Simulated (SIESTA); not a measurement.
Input of a SIESTA 5.4.2 run:

File Ni.fdf:

```
SystemName                      Ni
SystemLabel                     Ni
NumberOfSpecies                 1
NumberOfAtoms                   1
%block ChemicalSpeciesLabel
  1  28 Ni
%endblock ChemicalSpeciesLabel
%include structure.fdf

%block kgrid.MonkhorstPack
   12   0   0  0.0
    0  12   0  0.0
    0   0   1  0.0
%endblock kgrid.MonkhorstPack
XC.Functional                   GGA
XC.Authors                      PBE
PAO.BasisSize                   DZP
PAO.EnergyShift                 0.003 Ry
Mesh.Cutoff                     800 Ry
Spin                            polarized
%block DM.InitSpin
    1   0.000
%endblock DM.InitSpin
OccupationFunction              FD
ElectronicTemperature           0.05 eV
Slab.DipoleCorrection           vacuum
MaxSCFIterations                120
SCF.MustConverge                false
SCF.Mixer.Method                Pulay
SCF.Mixer.Weight                0.25
SCF.Mixer.History               8
SCF.DM.Tolerance                5.0e-05
SCF.H.Tolerance                 1.0e-03 eV
WriteForces                     true
Charge.Mulliken                 end
%block ProjectedDensityOfStates
  EF -15.0 15.0 0.05 201 eV
%endblock ProjectedDensityOfStates
%block PDOS.kgrid.MonkhorstPack
   18   0   0  0.0
    0  18   0  0.0
    0   0   1  0.0
%endblock PDOS.kgrid.MonkhorstPack
%block PAO.Basis
  Ni 5
  n=3 0 2
    2.432 0.000
  n=4 0 2
    7.095 0.000
  n=3 1 2
    2.716 0.000
  n=4 1 1
    7.095
  n=3 2 2
    4.466 0.000
%endblock PAO.Basis
```

structure.fdf

```
LatticeConstant                 1.0 Ang
%block LatticeVectors
     2.2591100000     0.0000000000     0.0000000000
     0.0000000000     2.2591100000     0.0000000000
     0.0000000000     0.0000000000    23.8000000000
%endblock LatticeVectors
AtomicCoordinatesFormat         Fractional
%block AtomicCoordinatesAndAtomicSpecies
     0.5000000000     0.5000000000     0.2941200000  1  Ni
%endblock AtomicCoordinatesAndAtomicSpecies
```

Potentials or basis: PseudoDojo 0.4 standard (PBE files), DZP (energy shift 0.003 Ry; two zetas on semicore shells).

Launch:

```sh
$ siesta Ni.fdf > Ni.out 2>&1
```

Question: Predict the net moment.

Answer: 0.00 μB per cell.

Question: What does it give for the band gap on the k mesh?

Answer: None (metal or under the smearing width).

States per cell in windows of 1 eV (zero at the Fermi level; states under -8 eV left out):
```tsv
from (eV)	up	down	Ni_d_up	Ni_d_down	Ni_p_up	Ni_p_down	Ni_s_up	Ni_s_down
-8.0	0.00	0.00	0.00	0.00	0.00	0.00	0.00	0.00
-7.0	0.00	0.00	0.00	0.00	0.00	0.00	0.00	0.00
-6.0	0.08	0.08	0.01	0.01	0.02	0.02	0.05	0.05
-5.0	0.14	0.14	0.03	0.03	0.06	0.06	0.05	0.05
-4.0	0.41	0.41	0.30	0.30	0.08	0.08	0.03	0.03
-3.0	0.85	0.85	0.73	0.73	0.11	0.11	0.01	0.01
-2.0	1.68	1.68	1.52	1.52	0.11	0.11	0.05	0.05
-1.0	1.69	1.69	1.58	1.58	0.04	0.04	0.07	0.07
0.0	0.66	0.66	0.57	0.57	0.07	0.07	0.02	0.02
1.0	0.24	0.24	0.05	0.05	0.18	0.18	0.01	0.01
2.0	0.15	0.15	0.02	0.02	0.12	0.12	0.00	0.00
3.0	0.15	0.15	0.02	0.02	0.13	0.13	0.00	0.00
4.0	0.17	0.17	0.02	0.02	0.14	0.14	0.00	0.00
5.0	0.15	0.15	0.02	0.02	0.14	0.14	0.00	0.00
6.0	0.22	0.22	0.03	0.03	0.14	0.14	0.04	0.04
7.0	0.22	0.22	0.02	0.02	0.17	0.17	0.03	0.03
```

Caveat: the basis of atomic orbitals isn't converged, which shifts pressures, moduli and gaps.
